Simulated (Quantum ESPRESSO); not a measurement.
WS2:

```xyz
6
Lattice="3.1800 0.0000 0.0000 -1.5900 2.7540 0.0000 0.0000 0.0000 12.5000" Properties=species:S:1:pos:R:3 pbc="T T T"
W     0.0000    1.8360    3.1250
W     1.5900    0.9180    9.3750
S     0.0000    1.8360    7.7500
S     1.5900    0.9180    1.5000
S     0.0000    1.8360   11.0000
S     1.5900    0.9180    4.7500
```

Program: Quantum ESPRESSO 7.5. Alike in all runs: task single point; potentials or basis PseudoDojo 0.4.1 SR PBE standard; spin collinear, ferromagnetic start; W d U = 3 eV; cell as given; k mesh 7 × 7 × 2; cutoff (eV) 1007; smearing gaussian 0.05 eV.

Order these runs on this cell by their pressure, lowest first.
A. level PW91+U
B. level RPBE+U
C. level PBEsol+U
D. level LDA+U; form of the LDA correlation PZ81

D (-10.0 GPa), C (-8.0 GPa), A (-3.1 GPa), B (-1.1 GPa).

Caveats: the potentials were made for another functional, which shifts forces and pressure; this functional lacks dispersion, which binds the layers, so the pressure and a relaxed spacing across them are unreliable (some runs).
